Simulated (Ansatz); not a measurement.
# B3As: the cost of one run

Computed with Ansatz 0.2.0 (DFT PBE, scalar-relativistic, plane waves, PAW, unless a step's input says otherwise).

## 1. Starting point

The structure is cubic, space group Pm-3m (No. 221). Conventional cell: a = 3.539 Å, b = 3.539 Å, c = 3.539 Å, α = 90.00°, β = 90.00°, γ = 90.00°. B (site symmetry 4/mmm) is surrounded by 8 B at 2.50 Å and 4 As at 2.50 Å. As (site symmetry m-3m) is surrounded by 12 B at 2.50 Å.

Structure file:

```xyz
4
Lattice="3.5390 0.0000 0.0000 0.0000 3.5390 0.0000 0.0000 0.0000 3.5390" Properties=species:S:1:pos:R:3 pbc="T T T"
B     0.0000    1.7695    1.7695
B     1.7695    0.0000    1.7695
B     1.7695    1.7695    0.0000
As    0.0000    0.0000    0.0000
```

The cell is invented: species swapped into a database cell of GdPd3 (Pm-3m, No. 221), with As on the Gd sites and B on the Pd sites. The dimensions are guesses.

## 2. The guess as it stands, on a coarse mesh

Input file input.yaml:

```yaml
crystal:
  lattice:
    - [3.53896219, 0.0, 0.0]
    - [0.0, 3.53896219, 0.0]
    - [0.0, 0.0, 3.53896219]
  atoms:
    - { symbol: B, position: [0.0, 0.5, 0.5] }
    - { symbol: B, position: [0.5, 0.0, 0.5] }
    - { symbol: B, position: [0.5, 0.5, 0.0] }
    - { symbol: As, position: [0.0, 0.0, 0.0] }
basis:
  ecutwfc: 420
kpoints:
  mp_grid: { grid: [6, 6, 6] }
hamiltonian:
  xc: pbe
scf:
  occupations: { method: gaussian, width: 0.1 }
  lower_state_search: "off"
output:
  forces: true
  stress: true
  eigenvalues: true
```

Command:

```
> ansatz run input.yaml --threads 1 --pin off --max-ram 2560MiB --backend cpu --events-out ev --progress --plain --runs-dir out
```

Q: Estimate wall time and peak memory on 1 thread of Intel Xeon at 2.50GHz (Skylake/Cascade Lake), shared host.

About 3.1 s, with a peak of 0.31 GiB.
